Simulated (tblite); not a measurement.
# C25H29IN: the cost of one run

Programs: tblite 0.8.0 and PySCF 2.14.0, with routines of our own; each step states its level. All values are computed. Atoms count from 0.

## Step 1: The system as given

56 atoms, charge 1, multiplicity 1; geometry from: force field, distance geometry or constructed start.

## Step 2: Geometry optimisation with GFN2-xTB

What the job is given:

```
{"job": {"kind": "relax", "xc": "GFN2-xTB", "basis": "xTB"}, "charge": 1, "multiplicity": 1}
C      8.017500    -0.290200     1.163100
C      7.360800     0.499800    -0.002800
C      7.792500     1.976900     0.147000
C      7.918200    -0.018000    -1.346100
C      5.833500     0.297800     0.043300
C      4.921800     1.375300     0.176700
C      3.545700     1.152700     0.203600
C      3.044700    -0.142500     0.106800
I      0.961600    -0.473200     0.104900
C     -1.126500    -0.798000     0.107000
C     -1.628700    -2.081100    -0.060000
C     -3.005800    -2.299900    -0.086100
C     -3.939700    -1.236300     0.074200
C     -5.462200    -1.559600     0.033600
C     -5.984200    -1.399700    -1.406000
C     -6.292300    -0.646100     0.986100
C     -5.757600    -3.016100     0.490800
C     -3.390900     0.086300     0.155500
C     -4.194300     1.327200     0.181100
C     -4.606800     1.922000    -1.016800
C     -5.320600     3.127900    -0.976000
N     -5.574700     3.725700     0.215300
C     -5.146200     3.190300     1.396400
C     -4.441700     1.979800     1.391100
C     -1.996900     0.282500     0.192300
C      3.910400    -1.220900    -0.043400
C      5.297200    -1.001600    -0.075000
H      7.840400    -1.379900     1.066500
H      9.112700    -0.125200     1.183300
H      7.593100     0.044200     2.141900
H      7.443000     2.400000     1.113400
H      8.892500     2.078700     0.118900
H      7.377600     2.589900    -0.689900
H      9.017500     0.147200    -1.402800
H      7.432300     0.505900    -2.192000
H      7.745600    -1.109900    -1.462500
H      5.257300     2.399100     0.262400
H      2.868500     1.991100     0.306700
H     -0.947200    -2.920300    -0.167700
H     -3.319400    -3.315100    -0.234500
H     -7.055800    -1.688200    -1.466100
H     -5.401300    -2.063300    -2.094400
H     -5.881100    -0.359300    -1.762400
H     -6.491700     0.344000     0.528800
H     -7.302600    -1.066100     1.183500
H     -5.776600    -0.524600     1.953000
H     -5.260200    -3.231800     1.461200
H     -6.848700    -3.192800     0.616100
H     -5.427700    -3.761400    -0.265500
H     -4.377500     1.465600    -1.972000
H     -5.657400     3.579000    -1.892200
H     -5.353500     3.694900     2.321200
H     -4.090600     1.564100     2.328700
H     -1.589800     1.278500     0.266500
H      3.529300    -2.226900    -0.138700
H      5.941800    -1.860600    -0.188100
```

Run with:

```console
$ OMP_NUM_THREADS=2 python large_run.py task.json out
```

One launch serves the whole session: the jobs run in the order shown.

**Question.** How long does this first job take on 2 threads of Arm Neoverse N1, shared host, and how much memory does it need?

About 17 s, with a peak of 0.18 GiB.
